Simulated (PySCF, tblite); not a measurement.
# C₄H₁₁F₃N₂Si: geometry, infrared bands and NMR shifts

Aim: predict the infrared bands and NMR shifts of C₄H₁₁F₃N₂Si (`N[SiH2]CCNCC(F)(F)F`).

The runs use tblite 0.8.0 and PySCF 2.14.0, with density-fitted response routines of our own; the level of theory stands in each step. All values are computed, except where a source is named. Atoms count from 0, in the outputs and in this text.

**1. The starting structure**

21 atoms, charge 0, multiplicity 1; geometry from: force field or distance geometry start.

Bonds of the start (Å): N0–Si1 1.82, Si1–C2 1.87, C2–C3 1.52, C3–N4 1.41, N4–C5 1.40, C5–C6 1.51, C6–F7 1.37, C6–F8 1.38, C6–F9 1.41, N0–H10 1.04, N0–H11 1.04, Si1–H12 1.45, Si1–H13 1.49, C2–H14 1.13, C2–H15 1.08, C3–H16 1.11, C3–H17 1.12, N4–H18 1.01, C5–H19 1.10, C5–H20 1.13.

**2. Relaxing the molecule with GFN2-xTB**

What the job is given:

```
{"job": {"kind": "relax", "xc": "GFN2-xTB", "basis": "xTB"}, "charge": 0, "multiplicity": 1}
N      3.828600    -0.263000     0.372200
Si     2.318100     0.721500     0.587100
C      0.900800    -0.454300     0.261200
C     -0.048700     0.160800    -0.759000
N     -1.180900    -0.614400    -1.099200
C     -2.195800    -0.837700    -0.157200
C     -2.980000     0.398400     0.220700
F     -3.615900     0.972800    -0.848800
F     -2.219700     1.352300     0.856500
F     -3.938800    -0.000900     1.169800
H      4.417700    -0.251500     1.225900
H      4.323500     0.032800    -0.490300
H      2.330400     1.865800    -0.310100
H      2.219600     1.232400     1.980300
H      0.324800    -0.582100     1.222100
H      1.304400    -1.415600    -0.025200
H     -0.333500     1.157000    -0.367000
H      0.488800     0.355800    -1.723400
H     -1.256400    -0.989400    -2.038400
H     -2.940500    -1.600500    -0.427800
H     -1.755500    -1.223300     0.814300
```

The run is started by

```
OMP_NUM_THREADS=1 python probes_run.py task.json out
```

One launch serves the whole session: the jobs run in the order shown.

The log of the run:

```text
step      E/eV     max force
  0    -977.85695    1.948
  1    -978.13879    0.936
  2    -978.22427    0.691
  3    -978.25320    0.476
  4    -978.27796    0.335
  5    -978.28895    0.378
  6    -978.30287    0.245
  7    -978.31228    0.308
  8    -978.32154    0.238
  9    -978.32958    0.280
 10    -978.34024    0.345
 11    -978.35522    0.426
 12    -978.37381    0.453
 13    -978.40051    0.426
 14    -978.42573    0.300
 15    -978.44341    0.339
 16    -978.45737    0.420
 17    -978.46242    0.575
 18    -978.47682    0.240
 19    -978.48437    0.326
 20    -978.49366    0.308
 21    -978.50071    0.247
 22    -978.50874    0.177
 23    -978.51428    0.172
 24    -978.51874    0.167
 25    -978.52282    0.164
 26    -978.52646    0.122
 27    -978.52892    0.118
 28    -978.53053    0.116
 29    -978.53188    0.104
 30    -978.53410    0.098
 31    -978.53621    0.103
 32    -978.53844    0.111
 33    -978.54007    0.089
 34    -978.54160    0.083
 35    -978.54310    0.084
 36    -978.54446    0.073
 37    -978.54556    0.067
 38    -978.54670    0.077
 39    -978.54819    0.093
 40    -978.54994    0.097
 41    -978.55142    0.085
 42    -978.55246    0.065
 43    -978.55343    0.089
 44    -978.55474    0.122
 45    -978.55646    0.117
 46    -978.55835    0.123
 47    -978.56025    0.103
 48    -978.56230    0.110
 49    -978.56419    0.156
 50    -978.56594    0.162
 51    -978.56809    0.154
 52    -978.57172    0.163
 53    -978.57488    0.181
 54    -978.58140    0.200
 55    -978.58618    0.171
 56    -978.58996    0.142
 57    -978.59295    0.137
 58    -978.58244    0.874
 59    -978.59760    0.342
 60    -978.60000    0.169
 61    -978.60204    0.086
 62    -978.60456    0.201
 63    -978.60588    0.137
 64    -978.60768    0.058
 65    -978.60853    0.061
 66    -978.60965    0.070
 67    -978.61086    0.087
 68    -978.61233    0.084
 69    -978.61336    0.065
 70    -978.61401    0.072
 71    -978.61459    0.068
 72    -978.61508    0.123
 73    -978.61577    0.068
 74    -978.61635    0.048
 75    -978.61710    0.052
 76    -978.61743    0.054
 77    -978.61804    0.044
 78    -978.61833    0.042
 79    -978.61868    0.037
 80    -978.61898    0.042
 81    -978.61923    0.031
 82    -978.61939    0.026
 83    -978.61952    0.024
 84    -978.61963    0.028
 85    -978.61971    0.022
 86    -978.61977    0.027
 87    -978.61984    0.019
 88    -978.61992    0.025
 89    -978.62003    0.028
 90    -978.62016    0.031
 91    -978.62030    0.029
 92    -978.62043    0.026
 93    -978.62052    0.020
 94    -978.62059    0.020
 95    -978.62067    0.020
 96    -978.62076    0.026
 97    -978.62085    0.026
 98    -978.62093    0.019
 99    -978.62102    0.030
100    -978.62114    0.032
101    -978.62132    0.038
102    -978.62155    0.037
103    -978.62179    0.044
104    -978.62203    0.042
105    -978.62227    0.043
106    -978.62250    0.045
107    -978.62269    0.049
108    -978.62287    0.057
109    -978.62306    0.054
110    -978.62328    0.049
111    -978.62354    0.039
112    -978.62376    0.028
113    -978.62391    0.025
114    -978.62402    0.031
115    -978.62414    0.032
116    -978.62428    0.025
117    -978.62444    0.030
118    -978.62464    0.040
119    -978.62486    0.046
120    -978.62510    0.048
121    -978.62534    0.040
122    -978.62556    0.047
123    -978.62579    0.056
124    -978.62606    0.058
125    -978.62650    0.047
126    -978.62670    0.026
127    -978.62695    0.029
128    -978.62712    0.050
129    -978.62728    0.033
130    -978.62746    0.038
131    -978.62769    0.043
132    -978.62789    0.081
133    -978.62813    0.057
134    -978.62834    0.029
135    -978.62846    0.028
136    -978.62855    0.026
137    -978.62871    0.021
138    -978.62883    0.026
139    -978.62897    0.031
140    -978.62913    0.035
141    -978.62934    0.027
142    -978.62957    0.035
143    -978.62980    0.040
144    -978.63005    0.046
145    -978.63031    0.048
146    -978.63052    0.038
147    -978.63067    0.025
148    -978.63078    0.030
149    -978.63089    0.040
150    -978.63105    0.044
151    -978.63125    0.048
152    -978.63148    0.041
153    -978.63168    0.035
154    -978.63184    0.033
155    -978.63200    0.033
156    -978.63223    0.047
157    -978.63258    0.056
158    -978.63313    0.057
159    -978.63395    0.061
160    -978.63514    0.090
161    -978.63627    0.112
162    -978.63078    0.380
163    -978.63825    0.066
164    -978.63911    0.056
165    -978.63915    0.210
166    -978.64118    0.056
167    -978.64187    0.065
168    -978.64170    0.235
169    -978.64347    0.065
170    -978.64355    0.189
171    -978.64490    0.076
172    -978.64575    0.057
173    -978.64646    0.042
174    -978.64708    0.049
175    -978.64748    0.065
176    -978.64825    0.088
177    -978.64946    0.118
178    -978.65061    0.122
179    -978.65173    0.124
180    -978.65246    0.075
181    -978.65321    0.070
182    -978.65391    0.044
183    -978.65469    0.042
184    -978.65527    0.049
185    -978.65570    0.048
186    -978.65607    0.029
187    -978.65634    0.026
188    -978.65654    0.021
189    -978.65667    0.034
190    -978.65678    0.024
191    -978.65690    0.031
192    -978.65701    0.031
193    -978.65712    0.028
194    -978.65729    0.024
195    -978.65746    0.038
196    -978.65764    0.035
197    -978.65783    0.041
198    -978.65806    0.037
199    -978.65835    0.036
200    -978.65868    0.049
201    -978.65907    0.059
202    -978.65950    0.061
203    -978.66010    0.059
204    -978.66074    0.050
205    -978.66133    0.043
206    -978.66174    0.043
207    -978.66216    0.057
208    -978.66256    0.049
209    -978.66298    0.036
210    -978.66315    0.049
211    -978.66326    0.036
212    -978.66334    0.019
213    -978.66339    0.016
214    -978.66344    0.013
215    -978.66348    0.013
216    -978.66351    0.014
217    -978.66355    0.014
218    -978.66358    0.012
219    -978.66362    0.014
220    -978.66367    0.017
221    -978.66371    0.018
222    -978.66376    0.022
223    -978.66382    0.023
224    -978.66388    0.021
225    -978.66394    0.019
226    -978.66400    0.016
227    -978.66406    0.018
228    -978.66413    0.018
229    -978.66420    0.020
230    -978.66428    0.021
231    -978.66436    0.022
232    -978.66443    0.020
233    -978.66451    0.020
234    -978.66459    0.015
235    -978.66465    0.017
236    -978.66471    0.021
237    -978.66476    0.017
238    -978.66481    0.013
239    -978.66485    0.014
240    -978.66489    0.013
241    -978.66492    0.011
242    -978.66494    0.015
243    -978.66496    0.009
```

Run time: 1.8 s. Hardware: 1 thread of Arm Neoverse V2, shared host; peak memory 0.18 GiB.

Relaxation path: (not every step is listed)

```
step  energy from step 0 (eV)  largest force (eV/Å)
   0                   0.0000                1.9479
   1                  -0.2818                0.9356
   2                  -0.3673                0.6907
   3                  -0.3963                0.4759
   4                  -0.4210                0.3348
   5                  -0.4320                0.3775
   6                  -0.4459                0.2449
   7                  -0.4553                0.3078
   8                  -0.4646                0.2382
  31                  -0.6793                0.1033
  54                  -0.7245                0.1999
  77                  -0.7611                0.0439
 100                  -0.7642                0.0320
 123                  -0.7688                0.0560
 146                  -0.7736                0.0385
 169                  -0.7865                0.0652
 192                  -0.8001                0.0311
 215                  -0.8065                0.0131
 238                  -0.8079                0.0127
 239                  -0.8079                0.0136
 240                  -0.8079                0.0130
 241                  -0.8080                0.0114
 242                  -0.8080                0.0152
 243                  -0.8080                0.0087
```

Distances of close pairs at the start and the end, largest changes first:

```
  bond  before (Å)  after (Å)  change (Å)
N0–Si1       1.816      1.722      -0.094
 C6–F9       1.407      1.344      -0.063
 C3–N4       1.414      1.462      +0.048
C5–H20       1.134      1.092      -0.042
C2–H14       1.128      1.090      -0.038
 C6–F8       1.376      1.341      -0.034
 N4–C5       1.403      1.437      +0.034
N0–H10       1.037      1.006      -0.031
```

The final coordinates are the input of the step that follows.

**3. Harmonic vibrations with GFN2-xTB**

What the job is given:

```
{"job": {"kind": "ir", "xc": "GFN2-xTB", "basis": "xTB"}, "charge": 0, "multiplicity": 1}
N      3.524613    -0.216736     1.228021
Si     2.509400     0.744898     0.223084
C      0.950588    -0.302477    -0.061840
C     -0.113037     0.466347    -0.827686
N     -1.204275    -0.404220    -1.261806
C     -2.047098    -0.945891    -0.232069
C     -2.932871     0.075981     0.499120
F     -3.493789     0.951471    -0.351797
F     -2.274942     0.802989     1.414133
F     -3.942412    -0.525605     1.151649
H      4.386501     0.179711     1.563974
H      3.660303    -1.190642     1.009574
H      3.067082     1.121556    -1.088886
H      2.228737     1.952991     0.998760
H      0.557178    -0.617327     0.904347
H      1.185164    -1.207551    -0.623261
H     -0.462073     1.314536    -0.221833
H      0.323120     0.873135    -1.742443
H     -1.769006     0.070206    -1.958767
H     -2.725627    -1.678531    -0.680121
H     -1.436477    -1.447897     0.521484
```

The log of the run:

```text
mode    cm-1     km/mol
  1      15.6      0.72
  2      31.5      0.21
  3      42.7      0.75
  4      63.5      0.69
  5     115.7      0.47
  6     164.5      5.38
  7     195.2      4.04
  8     210.3      5.52
  9     240.4      7.66
 10     274.7      7.47
 11     332.5      0.42
 12     395.2     16.65
 13     444.3     24.03
 14     470.4      7.57
 15     488.7     11.73
 16     491.4     34.91
 17     524.3    219.56
 18     576.6     27.96
 19     599.1     19.53
 20     712.0    171.38
 21     739.9     75.84
 22     744.3     55.42
 23     776.7      4.44
 24     801.1    110.51
 25     805.4     63.65
 26     845.5    274.83
 27     904.5    130.20
 28     916.2    104.19
 29     938.8     25.76
 30     984.4     54.80
 31    1059.4    234.91
 32    1066.6    230.32
 33    1120.4     34.45
 34    1157.6     90.87
 35    1163.0     84.95
 36    1184.9     26.73
 37    1213.6     41.60
 38    1243.8     25.85
 39    1286.4     18.10
 40    1297.5      2.69
 41    1361.2     36.18
 42    1406.3     10.43
 43    1430.9      6.42
 44    1483.7      0.32
 45    1494.2      1.58
 46    1524.2     47.64
 47    2156.0    387.40
 48    2263.9    260.96
 49    2878.6     68.05
 50    2964.7     14.49
 51    2976.9     24.43
 52    2985.2     65.58
 53    2992.1      3.68
 54    2997.1     51.18
 55    3373.9      5.72
 56    3477.5      3.34
 57    3513.4      1.05
```

Run time: 0.78 s. Hardware: 1 thread of Arm Neoverse V2, shared host; peak memory 0.18 GiB.

Which atoms move in the most intense modes:

```
cm⁻¹  km/mol                         atoms
 524   219.6   H10 41 %, H11 29 %, N0 20 %
 712   171.4  H12 43 %, H13 25 %, H10 12 %
 846   274.8  H11 24 %, H10 18 %, Si1 17 %
 904   130.2             N0 41 %, Si1 33 %
1059   234.9              C6 65 %, F9 15 %
1067   230.3     C6 27 %, C2 16 %, C3 14 %
2156   387.4                      H12 95 %
2264   261.0                      H13 95 %
```

**4. NMR shieldings: PBE0/pcSseg-1**

Settings changed since step 3:

```diff
@@ -1,2 +1,2 @@
-{"job": {"kind": "ir", "xc": "GFN2-xTB", "basis": "xTB"}, "charge": 0, "multiplicity": 1}
+{"job": {"kind": "nmr", "xc": "PBE0", "basis": "pcSseg-1"}, "charge": 0, "multiplicity": 1}
 N      3.524613    -0.216736     1.228021
```

Level: GIAO PBE0/pcSseg-1 NMR shielding, non-relativistic, gas phase.

The log of the run:

```text
coarse grid: 18176 points
cycle   1  E = -856.5720663715  dE =  1.240e+00  |g| = 9.894e-01  |ddm| = 3.974e+00
cycle   2  E = -856.4101904990  dE =  1.619e-01  |g| = 1.427e+00  |ddm| = 1.421e+00
cycle   3  E = -856.7490288928  dE = -3.388e-01  |g| = 6.630e-02  |ddm| = 8.556e-01
cycle   4  E = -856.7496024331  dE = -5.735e-04  |g| = 3.997e-02  |ddm| = 7.139e-02
cycle   5  E = -856.7499443632  dE = -3.419e-04  |g| = 6.528e-03  |ddm| = 3.385e-02
cycle   6  E = -856.7499537722  dE = -9.409e-06  |g| = 1.757e-03  |ddm| = 7.532e-03
final grid: 172648 points
cycle   7  E = -856.8229584733  dE = -5.522e-05  |g| = 1.080e-02  |ddm| = 2.733e-02
cycle   8  E = -856.8229409403  dE =  1.753e-05  |g| = 1.450e-02  |ddm| = 1.973e-02
cycle   9  E = -856.8229837867  dE = -4.285e-05  |g| = 7.481e-04  |ddm| = 1.089e-02
cycle  10  E = -856.8229838788  dE = -9.208e-08  |g| = 2.982e-04  |ddm| = 7.793e-04
cycle  11  E = -856.8229838960  dE = -1.722e-08  |g| = 7.318e-05  |ddm| = 2.710e-04
cycle  12  E = -856.8229838972  dE = -1.167e-09  |g| = 1.570e-05  |ddm| = 7.562e-05
cycle  13  E = -856.8229838972  dE = -4.593e-11  |g| = 4.058e-06  |ddm| = 1.326e-05
converged SCF energy = -856.8229838972

GIAO shielding tensors (ppm)
atom      isotropic    diamagn.    paramagn.     s11        s22        s33       span
  0 N      262.376     313.516     -51.139    226.768    259.809    300.552     73.784
  1 Si     380.655     879.411    -498.756    345.041    361.344    435.580     90.539
  2 C      172.402     255.147     -82.745    150.437    175.062    191.708     41.270
  3 C      144.252     249.390    -105.138    123.465    138.169    171.122     47.657
  4 N      219.235     320.375    -101.140    188.896    207.825    260.983     72.087
  5 C      137.063     245.911    -108.848    109.362    138.776    163.051     53.689
  6 C       51.723     247.205    -195.483     47.292     50.678     57.198      9.905
  7 F      266.574     473.635    -207.061    172.947    280.145    346.630    173.683
  8 F      250.663     478.977    -228.314    164.927    248.639    338.423    173.497
  9 F      253.518     467.914    -214.395    164.829    250.288    345.439    180.610
 10 H       31.722      26.859       4.863     23.734     26.967     44.464     20.730
 11 H       31.758      30.501       1.257     23.881     29.415     41.979     18.098
 12 H       26.703      29.397      -2.694     22.637     25.832     31.640      9.003
 13 H       27.041      29.744      -2.704     23.693     26.113     31.317      7.624
 14 H       30.240      34.873      -4.633     24.638     32.201     33.880      9.242
 15 H       30.932      33.287      -2.355     26.248     30.294     36.252     10.004
 16 H       28.572      34.261      -5.689     22.852     30.708     32.156      9.304
 17 H       29.069      32.807      -3.738     22.947     29.632     34.629     11.682
 18 H       30.171      33.122      -2.951     21.885     28.796     39.834     17.949
 19 H       28.483      27.455       1.029     22.602     28.603     34.245     11.644
 20 H       28.121      31.149      -3.028     23.931     29.678     30.756      6.825
```

Run time: 58 s. Hardware: 1 thread of Arm Neoverse V2, shared host; peak memory 1.1 GiB.

Shifts follow as δ = σ(reference) − σ, with reference shieldings (ppm) from runs at the same level and on the same kind of geometry: 1H TMS 31.72, 13C TMS 186.9, 29Si TMS 349.2, 19F CFCl3 170.9, 15N NH3 267.7. The references are single molecules in the gas phase, so shifts against H2O, NH3, PH3, H3PO4 or CFCl3 are not on the usual liquid scales and can be off by tens of ppm. Atoms listed in one row are averaged.

```
     atoms                           environment  σ (ppm)  δ (ppm)  δ scaled to CDCl3
        C6                            CF3 carbon     51.7    135.2              130.0
        C5                   sp3 CH2 bonded to N    137.1     49.9               46.8
        C3                   sp3 CH2 bonded to N    144.3     42.7               39.7
        C2                  sp3 CH2 bonded to Si    172.4     14.5               12.3
  H12, H13  hydrogen on a silicon bonded to C, N    26.87     4.85                  –
  H19, H20    hydrogen on an sp3 CH2 bonded to N    28.30     3.41               3.32
  H16, H17    hydrogen on an sp3 CH2 bonded to N    28.82     2.90               2.84
       H18         hydrogen on an amine nitrogen    30.17     1.55                  –
  H14, H15   hydrogen on an sp3 CH2 bonded to Si    30.59     1.13               1.17
  H10, H11   hydrogen on a nitrogen bonded to Si    31.74    -0.02                  –
        N4                        amine nitrogen    219.2     48.5                  –
        N0            nitrogen bonded to Si, 2 H    262.4      5.4                  –
       Si1           silicon bonded to C, N, 2 H    380.7    -31.5                  –
F7, F8, F9               fluorine of a CF3 group    256.9    -86.0                  –
```

The scaled column applies a straight-line fit of computed shieldings to shifts measured in CDCl3, and one for carbons that bear F (root-mean-square error 0.16 ppm for H, 1.9 ppm for C).

The run also stored atomic charges by several schemes (e):

```
     atoms  Mulliken    IAO  Hirshfeld  ESP fit
        N0     -0.63  -0.84      -0.32    -1.07
       Si1      0.76   0.91       0.37     0.66
        C2     -0.56  -0.55      -0.17    -0.26
        C3     -0.06  -0.15      -0.03    -0.02
        N4     -0.49  -0.41      -0.16    -0.65
        C5     -0.10  -0.20      -0.05    -0.18
        C6      0.75   0.78       0.25     0.60
F7, F8, F9     -0.27  -0.29      -0.10    -0.20
```

Mayer bond orders: N0–Si1 1.05, Si1–C2 0.90, C2–C3 1.04, C3–N4 0.99, N4–C5 1.05, C5–C6 0.98, C6–F7 0.99, C6–F8 0.99, C6–F9 0.99.

The fields below are evaluated on a grid from the run's orbitals.

Frontier orbitals at PBE0/pcSseg-1, with the share of their density that lies nearest to each atom:

```
orbital  energy (eV)                                                       lies on
   HOMO        -6.93                                     N4 61 %; H16 9 %; H18 7 %
   LUMO         0.77  H10, H12 about 15 % each; Si1 14 %; H11, H13 about 13 % each
```

ELF in a plane through or near 6 of the atoms.

Values, 10 rows by 14 columns:
```
0.00 0.00 0.00 0.00 0.00 0.00 0.00 0.00 0.00 0.00 0.00 0.00 0.00 0.00
0.00 0.00 0.00 0.00 0.00 0.00 0.00 0.00 0.00 0.00 0.00 0.00 0.00 0.00
0.00 0.00 0.00 0.06 0.05 0.00 0.01 0.00 0.19 0.01 0.00 0.00 0.00 0.00
0.00 0.00 0.03 0.90 0.58 0.01 0.90 0.03 1.00 0.49 0.05 0.13 0.00 0.00
0.00 0.00 0.14 0.80 0.36 0.21 0.80 0.10 0.88 0.23 0.11 0.02 0.00 0.00
0.00 0.00 0.08 0.34 0.24 0.74 0.43 0.37 0.67 0.54 0.05 0.00 0.00 0.00
0.00 0.00 0.00 0.26 0.93 0.18 0.29 0.50 0.50 0.81 0.00 0.00 0.00 0.00
0.00 0.00 0.00 0.93 1.00 0.08 0.96 0.88 0.26 0.96 0.00 0.00 0.00 0.00
0.00 0.00 0.00 0.09 0.50 0.01 0.32 0.39 0.00 0.01 0.00 0.00 0.00 0.00
0.00 0.00 0.00 0.00 0.00 0.00 0.00 0.00 0.00 0.00 0.00 0.00 0.00 0.00
```
The map spans 14.3 Å across and 9.1 Å up, centred on the molecule. Atoms in the plane (x, y in Å): C2 (-0.9, 0.0), N4 (1.4, -0.8), C5 (2.1, 0.4), H11 (-3.6, 1.3), H18 (2.0, -1.6), H20 (1.5, 1.3).

On the surface of density 0.002 e/bohr³ the electrostatic potential runs, from the 1st to the 99th percentile, from -1.23 V near N0 to 1.52 V near H11.

**5. What came out**

| quantity | value |
| --- | --- |
| strongest single infrared mode (GFN2-xTB) | 2156 cm⁻¹, 387 km/mol |
| zero-point energy (GFN2-xTB) | 97.1 kcal/mol |
| 13C shifts against TMS (PBE0/pcSseg-1) | 135.2, 49.9, 42.7, 14.5 ppm |
| 1H shifts against TMS (PBE0/pcSseg-1, means over atoms taken as alike) | 4.85, 3.41, 2.90, 1.55, 1.13, -0.02 ppm |
| 15N shifts against NH3 (PBE0/pcSseg-1) | 48.5, 5.4 ppm |
| 29Si shifts against TMS (PBE0/pcSseg-1) | -31.5 ppm |
| 19F shifts against CFCl3 (PBE0/pcSseg-1, means over atoms taken as alike) | -86.0 ppm |
| surface potential, 1st and 99th percentile | -1.23 V and 1.52 V |

**Reading.** Over 243 steps the energy fell by 0.808 eV; of the close pairs, N0–Si1 changed most, 1.816 to 1.722 Å. All 57 modes are real, so the xTB geometry is a minimum. The strongest single mode, at 2156 cm⁻¹, moves mainly H12. Unscaled tight-binding wavenumbers are off by several per cent, some by more. Its intensities can rank the bands wrongly. At PBE0/pcSseg-1: Shielding is most anisotropic at F7, F8, F9 (span 176 ppm, paramagnetic term -217 ppm).
